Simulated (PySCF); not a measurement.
**GaSiNH8 (SMILES [SiH3][NH2+][GaH3-]) at 5 levels**

We compute a comparison of 5 runs (HF/def2-SVP, HF/6-311G**, B3LYP/6-31G*, PBE/aug-cc-pVDZ, PBE0/def2-TZVP) of GaSiNH8. 

The calculation is run with PySCF 2.14.0.

### Step 1. The structure to begin with

GaSiNH8 has 11 atoms, charge 0, and is taken as a singlet. As SMILES, `[SiH3][NH2+][GaH3-]`. The coordinates come from a PBE0-D4/def2-TZVP relaxation.

Bond lengths: Si1–N2 1.778 Å, N2–Ga3 2.180 Å, Si1–H4 1.486 Å, Si1–H5 1.478 Å, Si1–H6 1.478 Å, N2–H7 1.015 Å, N2–H8 1.015 Å, Ga3–H9 1.581 Å, Ga3–H10 1.581 Å, Ga3–H11 1.581 Å. Some angles: Si1–N2–Ga3 113.0°, Si1–N2–H7 113.3°, Si1–N2–H8 113.3°, Ga3–N2–H7 104.7°, Ga3–N2–H8 104.7°, N2–Si1–H4 110.4°, N2–Si1–H5 106.8°, N2–Si1–H6 106.8°, N2–Ga3–H9 98.2°, N2–Ga3–H10 98.2°.

### Step 2. Energy and gradient at HF/def2-SVP (run 1)

Input file job.py:

```python
import pyscf.grad
from pyscf import gto

molecule = gto.M(
    atom='''
Si      -1.050300       1.017600      -0.572700
N       -0.514700      -0.599800      -0.064300
Ga       1.539000      -0.626600       0.665300
H       -2.455700       0.971300      -1.054300
H       -0.151500       1.440400      -1.666600
H       -0.947800       1.893200       0.613100
H       -1.063300      -0.983800       0.698400
H       -0.529900      -1.282800      -0.815000
H        1.363100       0.381600       1.869800
H        2.249800      -0.097500      -0.643700
H        1.626700      -2.170800       0.990600
''',
    verbose=4,
    max_memory=1860,
    charge=0,
    basis='def2-svp',
)

calc0 = molecule.RHF()
calc0.conv_tol = 1e-10
calc0.kernel()
if not calc0.converged:
    calc0 = calc0.newton().run(calc0.mo_coeff, calc0.mo_occ)

etot = calc0.e_tot
print(f'total energy: {etot:.8f} hartree')
grad = calc0.Gradients().kernel()
calc0.analyze()
```

Run with:

```
OMP_NUM_THREADS=1 python job.py
```

The log of the run:

```text
PySCF version 2.14.0

[... 92 lines left out ...]
MO #6   energy= -42.4455741686141  occ= 2
[... 13 lines left out ...]
MO #20  energy= -1.14715525421852  occ= 2
[... 13 lines left out ...]
MO #34  energy= 0.17682472805      occ= 0
[... 13 lines left out ...]
MO #48  energy= 0.501899658404295  occ= 0
[... 13 lines left out ...]
MO #62  energy= 1.03976695682351   occ= 0
[... 13 lines left out ...]
MO #76  energy= 1.84923635714302   occ= 0
[... 13 lines left out ...]
MO #90  energy= 2.29362901863024   occ= 0
[... 13 lines left out ...]
MO #104 energy= 3.69971500565696   occ= 0
[... 118 lines left out ...]
Dipole moment(X, Y, Z, Debye): -4.43724,  0.01667, -1.56854
```

It took 13 s on 1 thread of Intel Xeon at 2.70GHz, shared host; peak memory 0.23 GiB.

### Step 3. Energy and gradient at HF/6-311G(d,p) (run 2)

Input file calc.py:

```python
from pyscf import gto

mol = gto.Mole()
mol.atom = '''
Si    -1.984779     1.922985    -1.082246
N     -0.972642    -1.133458    -0.121509
Ga     2.908289    -1.184102     1.257235
H     -4.640600     1.835491    -1.992338
H     -0.286294     2.721962    -3.149418
H     -1.791082     3.577629     1.158591
H     -2.009346    -1.859113     1.319785
H     -1.001366    -2.424141    -1.540127
H      2.575886     0.721119     3.533410
H      4.251506    -0.184248    -1.216417
H      3.074017    -4.102217     1.871963
'''
mol.basis = '6-311g**'
mol.unit = 'bohr'
mol.max_memory = 1860
mol.verbose = 4
mol.spin = 0
mol.build()

mf = mol.RHF()
mf.conv_tol = 1e-10
mf.kernel()
if not mf.converged:
    mf = mf.newton().run(mf.mo_coeff, mf.mo_occ)

energy = mf.e_tot
print('Final energy', energy)
grad = mf.nuc_grad_method().kernel()
mf.analyze()
```

Run with:

```
OMP_NUM_THREADS=1 python calc.py
```

The log of the run:

```text
PySCF version 2.14.0

[... 84 lines left out ...]
DFT Exchange-Correlation Energy =     -103.445959516959192
[... 18 lines left out ...]
MO #17  energy= -1.15038642936264  occ= 2
[... 16 lines left out ...]
MO #34  energy= 0.127492800883187  occ= 0
[... 16 lines left out ...]
MO #51  energy= 0.49737454513292   occ= 0
[... 16 lines left out ...]
MO #68  energy= 1.0284535663166    occ= 0
[... 16 lines left out ...]
MO #85  energy= 1.8376609764853    occ= 0
[... 16 lines left out ...]
MO #102 energy= 2.38973531903326   occ= 0
[... 16 lines left out ...]
MO #119 energy= 4.248687719738     occ= 0
[... 16 lines left out ...]
MO #136 energy= 793.332918082994   occ= 0
[... 150 lines left out ...]
Dipole moment(X, Y, Z, Debye): -4.36832,  0.05350, -1.55156
```

Run time: 24 s. Hardware: 1 thread of Intel Xeon at 2.70GHz, shared host; peak memory 0.45 GiB.

Run 3 isn't shown in full; the table further down has it.

### Step 4. Energy and gradient at PBE/aug-cc-pVDZ (run 4)

Input file job.py:

```python
import pyscf.grad
from pyscf import gto, dft

molecule = gto.M(
    atom=[
    ('Si', (-1.050300, 1.017600, -0.572700)),
    ('N', (-0.514700, -0.599800, -0.064300)),
    ('Ga', (1.539000, -0.626600, 0.665300)),
    ('H', (-2.455700, 0.971300, -1.054300)),
    ('H', (-0.151500, 1.440400, -1.666600)),
    ('H', (-0.947800, 1.893200, 0.613100)),
    ('H', (-1.063300, -0.983800, 0.698400)),
    ('H', (-0.529900, -1.282800, -0.815000)),
    ('H', (1.363100, 0.381600, 1.869800)),
    ('H', (2.249800, -0.097500, -0.643700)),
    ('H', (1.626700, -2.170800, 0.990600)),
],
    verbose=4,
    max_memory=1860,
    basis='aug-cc-pvdz',
    spin=0,
    charge=0,
)

mf = dft.RKS(molecule, xc='pbe')
mf.conv_tol = 1e-10
mf.grids.level = 5
mf.kernel()
if not mf.converged:
    mf = mf.newton().run(mf.mo_coeff, mf.mo_occ)

etot = mf.e_tot
print(f'total energy: {etot:.8f} hartree')
grad = mf.Gradients().kernel()
mf.analyze()
```

Run with:

```
OMP_NUM_THREADS=1 python job.py
```

The log of the run:

```text
PySCF version 2.14.0

[... 100 lines left out ...]
Two-electron Energy =                 1143.339602062907488
[... 21 lines left out ...]
MO #18  energy= -0.702601221247172 occ= 2
[... 19 lines left out ...]
MO #38  energy= 0.0106942010740187 occ= 0
[... 19 lines left out ...]
MO #58  energy= 0.131003664926497  occ= 0
[... 19 lines left out ...]
MO #78  energy= 0.338326054454077  occ= 0
[... 19 lines left out ...]
MO #98  energy= 0.562409708038412  occ= 0
[... 19 lines left out ...]
MO #118 energy= 0.967397264412261  occ= 0
[... 19 lines left out ...]
MO #138 energy= 1.74686491408168   occ= 0
[... 19 lines left out ...]
MO #158 energy= 3.07717296374258   occ= 0
[... 172 lines left out ...]
Dipole moment(X, Y, Z, Debye): -4.07732,  0.01485, -1.44147
```

Wall time 99 s (1 thread of Intel Xeon at 2.70GHz, shared host); peak memory 1.9 GiB.

### Step 5. Energy and gradient at PBE0/def2-TZVP (run 5)

Input file calc.py:

```python
from pyscf import gto, dft

mol = gto.Mole()
mol.atom = '''
Si  -1.050300   1.017600  -0.572700
N   -0.514700  -0.599800  -0.064300
Ga   1.539000  -0.626600   0.665300
H   -2.455700   0.971300  -1.054300
H   -0.151500   1.440400  -1.666600
H   -0.947800   1.893200   0.613100
H   -1.063300  -0.983800   0.698400
H   -0.529900  -1.282800  -0.815000
H    1.363100   0.381600   1.869800
H    2.249800  -0.097500  -0.643700
H    1.626700  -2.170800   0.990600
'''
mol.spin = 0
mol.basis = 'def2-tzvp'
mol.charge = 0
mol.max_memory = 1860
mol.verbose = 4
mol.build()

calc0 = dft.RKS(mol, xc='pbe0')
calc0.grids.level = 5
calc0.conv_tol = 1e-10
calc0.kernel()
if not calc0.converged:
    calc0 = calc0.newton().run(calc0.mo_coeff, calc0.mo_occ)

e_tot = calc0.e_tot
print('E = %.10f Eh' % e_tot)
grad = calc0.nuc_grad_method().kernel()
calc0.analyze()
```

Run with:

```
OMP_NUM_THREADS=1 python calc.py
```

The log of the run:

```text
PySCF version 2.14.0

[... 104 lines left out ...]
MO #4   energy= -40.7121701781163  occ= 2
[... 19 lines left out ...]
MO #24  energy= -0.476621101362813 occ= 2
[... 19 lines left out ...]
MO #44  energy= 0.192691530879269  occ= 0
[... 19 lines left out ...]
MO #64  energy= 0.489976627737339  occ= 0
[... 19 lines left out ...]
MO #84  energy= 1.01129542991876   occ= 0
[... 19 lines left out ...]
MO #104 energy= 1.76607910735507   occ= 0
[... 19 lines left out ...]
MO #124 energy= 2.36831538937138   occ= 0
[... 19 lines left out ...]
MO #144 energy= 3.64856113404407   occ= 0
[... 19 lines left out ...]
MO #164 energy= 31.8692583708094   occ= 0
[... 178 lines left out ...]
Dipole moment(X, Y, Z, Debye): -4.17926, -0.02999, -1.46840
```

Wall time 1.8 min (1 thread of Intel Xeon at 2.70GHz, shared host); peak memory 2.1 GiB.

### Step 6. The series

| run | level | integration grid | energy (Eh) | dipole moment (D) | HOMO energy (eV) | LUMO energy (eV) | wall time |
| --- | --- | --- | --- | --- | --- | --- | --- |
| 1 | HF/def2-SVP | – | -2270.914504 | 4.71 | -10.60 | 2.82 | 13 s |
| 2 | HF/6-311G** | – | -2271.276779 | 4.64 | -10.62 | 2.01 | 24 s |
| 3 | B3LYP/6-31G* (spherical functions) | 5 | -2273.682717 | 4.73 | -7.29 | -0.64 | 36 s |
| 4 | PBE/aug-cc-pVDZ | 5 | -2273.344364 | 4.32 | -6.35 | -1.68 | 99 s |
| 5 | PBE0/def2-TZVP | 5 | -2273.497426 | 4.43 | -7.58 | -0.67 | 1.8 min |

### Step 7. Results

| quantity | value |
| --- | --- |
| run 5: total energy | -2273.49743 Eh |
| run 5: dipole moment | 4.43 D |
| run 5: HOMO energy | -7.58 eV |
| run 5: LUMO energy | -0.67 eV |
| run 5: HOMO–LUMO gap | 6.90 eV |
| run 5: largest force on an atom | 0.015 eV/Å |

**Reading.** The dipole moment (its size) runs from 4.32 D (PBE/aug-cc-pVDZ) to 4.73 D (B3LYP/6-31G*). The two ends differ in method and basis. The HOMO–LUMO gap runs from 4.67 eV (PBE/aug-cc-pVDZ) to 13.42 eV (HF/def2-SVP). Totals of different functionals can't be ranked against each other. All runs together took 4.6 min, the longest 1.8 min.
